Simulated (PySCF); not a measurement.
# BeF: bond curves at several levels of theory

One table from this session's results is given with a row withheld; the runs are named, their logs left out.

Computed with PySCF 2.14.0. Level: Be aug-cc-pVDZ, F aug-cc-pVDZ, no relativity.

1 further run of the same task is left out (it didn't finish).

Set-up of the first run:

A driver script around PySCF takes these settings:

| Quantity | Value |
| --- | --- |
| atoms | Be, F |
| charge | 0 |
| basis | Be aug-cc-pVDZ, F aug-cc-pVDZ |
| Hamiltonian | no relativity |
| basis functions | 46 |
| electrons treated | 13 |
| masses in u | 9.0122, 18.9984 |
| levels | PBE0, PBE, r²SCAN, r²SCAN0, M06-2X, LC-ωPBE, HF, MP2, SCS-MP2, CCSD, CCSD(T) |
| grid | 80 radial by 434 angular points |
| occupations | held fixed by the projection of orbital angular momentum |
| dissociation limit | Be + F, each in its ground configuration |
| starting distance in angstrom | 1.575 |
| values of 2S to try | 1, 3 |

Run with:

```bash
> OMP_NUM_THREADS=1 python dia.py task.json out
```

Among the steps run: Input; The PBE0 curve of the state that the search chose; PBE (GGA); r²SCAN; r²SCAN0; M06-2X (hybrid meta-GGA); LC-ωPBE; UHF; Correlated methods on the Hartree–Fock reference.

One table of the session follows, with a row left open; its other results are not shown here.

Energy (eV) from each level's lowest point:

```
R (Å)    UHF  UHF-MP2  UHF-SCS-MP2  UHF-CCSD  UHF-CCSD(T)
1.202  0.906    1.014        0.998       n/a          n/a
1.258  0.400    0.480        0.470     0.457        0.470
1.314  0.120    0.171        0.165     0.157        0.165
1.356      ?        ?            ?         ?            ?
1.398  0.000    0.000        0.000     0.000        0.000
1.440  0.038    0.010        0.012     0.017        0.013
1.496  0.160    0.095        0.099     0.110        0.101
1.566  0.395    0.285        0.291     0.311        0.295
1.650  0.756    0.594        0.602     0.631        0.607
1.762  1.305    1.081        1.090       n/a          n/a
```

**Question.** Estimate the row for R (Å) = 1.356.

Worked estimate for «UHF». A straight line through the neighbours (1.314, 0.120) and (1.398, 0.000) gives 0.120 + (0.000 − 0.120) × (1.356 − 1.314) / (1.398 − 1.314) = 0.060; a parabola fitted to 4 rows on both sides gives 0.019.

The run gave: UHF: 0.022; UHF-MP2: 0.048; UHF-SCS-MP2: 0.046; UHF-CCSD: 0.042; UHF-CCSD(T): 0.046. In «UHF» the line misses by +0.038 and the parabola by -0.003.
